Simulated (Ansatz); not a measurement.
# ZnAu2S4: the cost of one run

Computed with Ansatz 0.2.0 (DFT PBE, scalar-relativistic, plane waves, PAW, unless a step's input says otherwise).

**1. Starting point**

The structure is tetragonal, space group I4/mmm (No. 139). Conventional cell: a = 4.752 Å, b = 4.752 Å, c = 13.956 Å, α = 90.00°, β = 90.00°, γ = 90.00°. Zn (site symmetry 4/mmm) is surrounded by 6 S at 2.38 to 2.40 Å. Around S (site symmetry 4mm) lie 1 Au at 2.33 Å and 1 Zn at 2.40 Å. S (site symmetry mmm) has 2 Zn at 2.38 Å as nearest neighbours. Au (site symmetry 4mm) is surrounded by 1 S at 2.33 Å.

Structure file:

```cif
data_structure
_symmetry_space_group_name_H-M 'P 1'
_symmetry_Int_Tables_number 1
_cell_length_a 7.7449
_cell_length_b 7.7449
_cell_length_c 7.7449
_cell_angle_alpha 144.269
_cell_angle_beta 144.269
_cell_angle_gamma 51.425
_cell_volume 157.57
loop_
_atom_site_label
_atom_site_type_symbol
_atom_site_fract_x
_atom_site_fract_y
_atom_site_fract_z
_atom_site_occupancy
Zn1 Zn 0.00000 0.00000 0.00000 1
S1 S 0.82803 0.82803 0.00000 1
S2 S 0.00000 0.50000 0.50000 1
S3 S 0.50000 0.00000 0.50000 1
S4 S 0.17197 0.17197 0.00000 1
Au1 Au 0.33878 0.33878 0.00000 1
Au2 Au 0.66122 0.66122 0.00000 1
```

The cell is invented: perovskite family, Ruddlesden-Popper layers, n = 1 (I4/mmm, No. 139). The dimensions are guesses.

**2. A first look at the guess**

File input.yaml:

```yaml
crystal:
  lattice:
    - [-2.376, 2.376, 6.978]
    - [2.376, -2.376, 6.978]
    - [2.376, 2.376, -6.978]
  atoms:
    - { symbol: Zn, position: [0.0, 0.0, 0.0] }
    - { symbol: S, position: [0.82803095, 0.82803095, 0.0] }
    - { symbol: S, position: [0.0, 0.5, 0.5] }
    - { symbol: S, position: [0.5, 0.0, 0.5] }
    - { symbol: S, position: [0.17196905, 0.17196905, 0.0] }
    - { symbol: Au, position: [0.33877902, 0.33877902, 0.0] }
    - { symbol: Au, position: [0.66122098, 0.66122098, 0.0] }
basis:
  ecutwfc: 420
kpoints:
  mp_grid: { grid: [6, 6, 6] }
hamiltonian:
  xc: pbe
scf:
  occupations: { method: gaussian, width: 0.1 }
  lower_state_search: "off"
output:
  forces: true
  stress: true
  eigenvalues: true
```

Run with:

```console
$ ansatz run input.yaml --threads 1 --pin off --max-ram 2560MiB --backend cpu --events-out ev --progress --plain --runs-dir out
```

Q: Estimate wall time and peak memory on 1 thread of Intel Xeon Platinum 8488C (Sapphire Rapids), shared host.

About 11 s, with a peak of 0.53 GiB.
